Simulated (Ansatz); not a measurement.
# CH6NSbSi: a ladder of functionals and wavefunction methods

How much do the methods differ for CH6NSbSi? The plan is to run it at one geometry with functionals of several rungs and with coupled cluster. The yardstick is the atomisation energy at the CCSD(T) limit.

The runs use Ansatz 0.2.0, Gaussian basis; functionals in def2-TZVPP, the program's frozen cores in correlated methods.

The runs, in order: PBE-D4, r2SCAN-D4, PBE0-D4, B3LYP-D4, ωB97X-V, ωB97M-V, B2PLYP; CCSD(T)/def2-TZVPP; MP2/def2-QZVPP; extrapolation to the limit.

### Step 1. The geometry

The geometry comes from an earlier relaxation with PBE0-D4 in a triple-zeta def2 set; it is a stationary point, not always the lowest conformer. Sb takes the def2 core potential; no spin-orbit term is included.

SMILES `C=N[SiH2][SbH2]`, 10 atoms, charge 0, spin multiplicity 1.

Atoms are counted from 1 here; the program's logs count them from 0.

Bond lengths: C1–N2 1.256 Å, C1–H5 1.096 Å, C1–H6 1.101 Å, N2–Si3 1.743 Å, Si3–Sb4 2.586 Å, Si3–H7 1.486 Å, Si3–H8 1.486 Å, Sb4–H9 1.710 Å, Sb4–H10 1.710 Å. Angles: N2–C1–H5 120.0°, N2–C1–H6 124.2°, H5–C1–H6 115.8°, C1–N2–Si3 126.8°, N2–Si3–Sb4 117.6°, N2–Si3–H7 107.0°, N2–Si3–H8 107.0°, Sb4–Si3–H7 108.1°, Sb4–Si3–H8 108.2°, H7–Si3–H8 108.7°, Si3–Sb4–H9 91.3°, Si3–Sb4–H10 91.3°, H9–Sb4–H10 91.3°.

### Step 2. PBE-D4 (GGA)

Contents of in.yaml:

```yaml
crystal:
  periodic: [false, false, false]
  atoms:
    - {symbol: C, position_ang: [-1.278976, 0.259058, -1.137354]}
    - {symbol: N, position_ang: [-0.842296, -0.863399, -0.781176]}
    - {symbol: Si, position_ang: [0.441610, -1.169924, 0.357395]}
    - {symbol: Sb, position_ang: [1.597004, 0.874200, 1.441372]}
    - {symbol: H, position_ang: [-2.095968, 0.323597, -1.865184]}
    - {symbol: H, position_ang: [-0.892755, 1.219888, -0.763315]}
    - {symbol: H, position_ang: [1.476701, -1.960045, -0.358231]}
    - {symbol: H, position_ang: [-0.131491, -2.007365, 1.442821]}
    - {symbol: H, position_ang: [0.086488, 1.617985, 1.741808]}
    - {symbol: H, position_ang: [1.722983, 1.654805, -0.075134]}
basis:
  gaussian: {orbitals: def2-TZVPP}
hamiltonian: {xc: pbe, dispersion: d4}
output: {forces: true, orbitals: {seedname: orbitals}}
```

Launch:

```bash
$ ansatz run in.yaml --threads 4 --pin off --events-out ev --progress --plain --max-ram 10444MiB
```

Further steps of the session: r2SCAN-D4 (meta-GGA); PBE0-D4 (hybrid); B3LYP-D4 (hybrid); ωB97X-V (range-separated); ωB97M-V (range-separated); B2PLYP (double hybrid); CCSD(T) in def2-TZVPP; MP2 in def2-QZVPP.

**Question.** What will the summary of the whole plan be? Wanted: atomisation energy, CCSD(T)/CBS; farthest; mean size of error, hybrid; mean size of error, range-separated; gap, smallest and largest; T1 diagnostic; triples share of the correlation energy.

**Answer**, as computed:

```
                               quantity                                           value
        atomisation energy, CCSD(T)/CBS                                   3142.4 kJ/mol
 functionals within 31.4 kJ/mol (1.0 %)  r2SCAN-D4, PBE0-D4, B3LYP-D4, ωB97X-V, ωB97M-V
                               farthest                           PBE-D4 (+51.0 kJ/mol)
             mean size of error, hybrid                                     20.9 kJ/mol
    mean size of error, range-separated                                     15.1 kJ/mol
              gap, smallest and largest            3.42 eV (PBE-D4), 10.18 eV (ωB97X-V)
                          T1 diagnostic                                          0.0145
triples share of the correlation energy                                           3.7 %
```

What this shows: PBE-D4 misses by +51.0 kJ/mol. Double hybrids carry the basis error of their MP2 part in triple zeta, and no dispersion term here, so their miss is partly the set-up's. Misses under about 31.4 kJ/mol are within the doubt on the reference itself, which lacks core-valence correlation, spin-orbit coupling and higher excitations, and its outer-core shells are covered unevenly. All levels share the lack of spin-orbit coupling, which lowers the free heavy atoms and so the true binding. Hartree-Fock recovers 68 % of the binding; the rest is correlation. The gap grows from 3.4 to 10.2 eV across the functionals, mostly with the share of exact exchange. Correlated methods include outer-core shells of Sb, which these sets cover unevenly.
